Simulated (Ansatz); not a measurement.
**C4H4O2Zr: up Jacob's ladder to CCSD(T)**

An exercise on one series of results from a longer session: the logs are not shown, and one member is left open.

Computed with Ansatz 0.2.0, Gaussian basis. Level: functionals in def2-TZVPP, the program's frozen cores in correlated methods.

The runs, in order: LDA (SPW92), PBE-D4, revPBE-D4, BLYP-D4, r2SCAN-D4, B97M-V, PBE0-D4, B3LYP-D4, r2SCANh-D4, r2SCAN0-D4, HSE06-D4, BHLYP-D4, CAM-B3LYP-D4, LC-ωPBE, ωB97X-V, ωB97M-V, B2PLYP, PBE-QIDH; CCSD(T)/def2-SVP; MP2/def2-TZVPP; MP2/def2-QZVPP; RPA on PBE.

### Structure used throughout

The geometry comes from an earlier relaxation with PBE0-D4 in a triple-zeta def2 set; it is a stationary point, not always the lowest conformer. Zr takes the def2 core potential; no spin-orbit term is included.

11 atoms, charge 0, spin multiplicity 1.

Atoms are counted from 1 here; the program's logs count them from 0.

Bond lengths: C1–C2 1.216 Å, C1–H8 1.067 Å, C2–Zr3 2.200 Å, Zr3–O4 1.901 Å, Zr3–O5 1.901 Å, Zr3–C6 2.200 Å, O4–H9 0.953 Å, O5–H10 0.953 Å, C6–C7 1.216 Å, C7–H11 1.067 Å. Angles: C2–C1–H8 179.8°, C1–C2–Zr3 178.4°, C2–Zr3–O4 108.4°, C2–Zr3–O5 108.4°, C2–Zr3–C6 110.5°, O4–Zr3–O5 112.8°, O4–Zr3–C6 108.4°, O5–Zr3–C6 108.4°, Zr3–O4–H9 166.8°, Zr3–O5–H10 166.8°, Zr3–C6–C7 178.4°, C6–C7–H11 179.8°.

Set-up of the first run:

Contents of in.yaml:

```yaml
crystal:
  periodic: [false, false, false]
  atoms:
    - {symbol: C, position_ang: [0.538183, -0.930422, -2.937660]}
    - {symbol: C, position_ang: [0.409583, -0.741314, -1.743765]}
    - {symbol: Zr, position_ang: [0.152009, -0.344571, 0.404400]}
    - {symbol: O, position_ang: [-0.986537, -1.683419, 1.129060]}
    - {symbol: O, position_ang: [1.869273, -0.317622, 1.219391]}
    - {symbol: C, position_ang: [-0.795321, 1.615754, 0.717502]}
    - {symbol: C, position_ang: [-1.320239, 2.703261, 0.857047]}
    - {symbol: H, position_ang: [0.649272, -1.092699, -3.986446]}
    - {symbol: H, position_ang: [-1.384086, -2.397827, 1.618958]}
    - {symbol: H, position_ang: [2.648954, -0.469501, 1.746129]}
    - {symbol: H, position_ang: [-1.781081, 3.658380, 0.975365]}
basis:
  gaussian: {orbitals: def2-TZVPP}
hamiltonian: {xc: lda}
output: {orbitals: {seedname: orbitals}}
```

On the command line:

```console
ansatz run in.yaml --threads 4 --pin off --events-out ev --progress --plain --max-ram 11315MiB
```

Among the steps run: LDA; PBE-D4 (GGA); revPBE-D4 (GGA); BLYP-D4 (GGA); r2SCAN-D4 (meta-GGA); B97M-V (meta-GGA); B3LYP-D4 (hybrid); r2SCANh-D4 (hybrid); r2SCAN0-D4 (hybrid); HSE06-D4 (hybrid); BHLYP-D4 (hybrid); CAM-B3LYP-D4 (range-separated); LC-ωPBE (range-separated); ωB97X-V (range-separated); ωB97M-V (range-separated); B2PLYP (double hybrid); PBE-QIDH (double hybrid).

One table of the session follows, with a row left open; its other results are not shown here.

It belongs to the step «Orbital energies across the functionals». 

| functional | HOMO (eV) | LUMO (eV) | gap (eV) |
| --- | --- | --- | --- |
| LDA (SPW92) | -6.81 | -2.77 | 4.04 |
| PBE-D4 | -6.60 | -2.51 | 4.08 |
| revPBE-D4 | -6.52 | -2.41 | 4.11 |
| BLYP-D4 | -6.42 | -2.39 | 4.03 |
| r2SCAN-D4 | -6.83 | -2.36 | 4.48 |
| B97M-V | -6.78 | -2.32 | 4.45 |
| PBE0-D4 | -7.77 | -1.73 | 6.05 |
| B3LYP-D4 | -7.52 | -1.93 | 5.58 |
| r2SCANh-D4 | -7.27 | -2.07 | 5.20 |
| r2SCAN0-D4 | -7.94 | -1.64 | 6.30 |
| HSE06-D4 | -7.37 | -2.10 | 5.27 |
| BHLYP-D4 | -8.77 | -0.81 | 7.97 |
| CAM-B3LYP-D4 | -9.09 | -0.69 | 8.40 |
| LC-ωPBE | ? | ? | ? |
| ωB97X-V | -10.11 | 0.35 | 10.46 |
| ωB97M-V | -9.99 | 0.23 | 10.22 |

Estimate the missing values for LC-ωPBE.

As computed: HOMO (eV): -10.53; LUMO (eV): 0.45; gap (eV): 10.98. In the column «HOMO (eV)» it is the lowest.
